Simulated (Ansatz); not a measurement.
# NiTe2: further runs on the relaxed cell

The task here is to estimate one member of a computed series from the others.

The COD entry's cell or inner coordinates are ideal or old and differ from later refinements, so a difference from it is no clean test against experiment.

Computed with Ansatz 0.2.0 (DFT PBEsol, scalar-relativistic, plane waves, PAW, unless a step's input says otherwise).

### Starting point

Symmetry: P-3m1, No. 164, trigonal system. Conventional cell: a = 3.828 Å, b = 3.828 Å, c = 5.159 Å, α = 90.00°, β = 90.00°, γ = 120.00°. Ni (site symmetry -3m) has 6 Te at 2.56 Å in its first shell of neighbours. Te (site symmetry 3m) has 3 Ni at 2.56 Å in its first shell of neighbours.

Structure file:

```
CELL_PARAMETERS angstrom
3.82765 0.00000 0.00000
-1.91382 3.31484 0.00000
0.00000 0.00000 5.15857
ATOMIC_POSITIONS crystal
Ni 0.00000 0.00000 0.00000
Te 0.33333 0.66667 0.25138
Te 0.66667 0.33333 0.74862
```

This cell was relaxed beforehand with the same method: volume 21.82 Å³/atom, gap on the mesh none (metal).

The first run:

input.yaml

```yaml
crystal:
  lattice:
    - [3.7889824321, 0.0, 0.0]
    - [-1.894491216, 3.2813550407, 0.0]
    - [0.0, 0.0, 5.1064629388]
  atoms:
    - { symbol: Ni, position: [0.0, 0.0, 0.0] }
    - { symbol: Te, position: [0.3333333333, 0.6666666667, 0.2513772644] }
    - { symbol: Te, position: [0.6666666667, 0.3333333333, 0.7486227356] }
basis:
  ecutwfc: 420
kpoints:
  mp_grid: { grid: [12, 12, 8] }
hamiltonian:
  xc: pbesol
scf:
  occupations: { method: gaussian, width: 0.1 }
output:
  forces: true
  stress: true
  eigenvalues: true
  write_density: true
  write_potential: true
  elf: true
  volumetric_format: npy
relax:
  adjacent_minimum: "off"
  f_tol: 0.01
  max_steps: 30
  cell: { stress_tol: 0.1, fix: [volume] }
```

On the command line:

```sh
$ ansatz run input.yaml --threads 1 --pin off --max-ram 2560MiB --backend cpu --events-out ev --progress --plain --runs-dir out
```

Steps of the session up to this table: Point at V/V0 = 0.97; Volume × 1.03; Point at V/V0 = 0.94; The cell scaled to 1.06 of its volume.

One of the session's tables, all rows but one given; the rest of the session is left out.

It belongs to the step «Equation of state». 

| volume (Å³/atom) | energy above the lowest point (meV/atom) | pressure (GPa) |
| --- | --- | --- |
| 20.508 | 17.5 | 4.81 |
| 21.163 | 3.8 | 2.07 |
| 21.817 | 0.0 | 0.01 |
| 22.472 | ? | ? |
| 23.126 | 12.0 | -2.70 |

**Question.** Estimate the row for volume (Å³/atom) = 22.472.

Worked estimate for «energy above the lowest point (meV/atom)». A straight line through the neighbours (21.817, 0.0) and (23.126, 12.0) gives 0.0 + (12.0 − 0.0) × (22.472 − 21.817) / (23.126 − 21.817) = 6.0; a parabola fitted to 3 rows on both sides gives 2.7.

The run gave: energy above the lowest point (meV/atom): 3.3; pressure (GPa): -1.54. In «energy above the lowest point (meV/atom)» the line misses by +2.7 and the parabola by -0.6.

Caveats from the session: The final runs have no spin polarisation, so a magnetic state may lie lower.
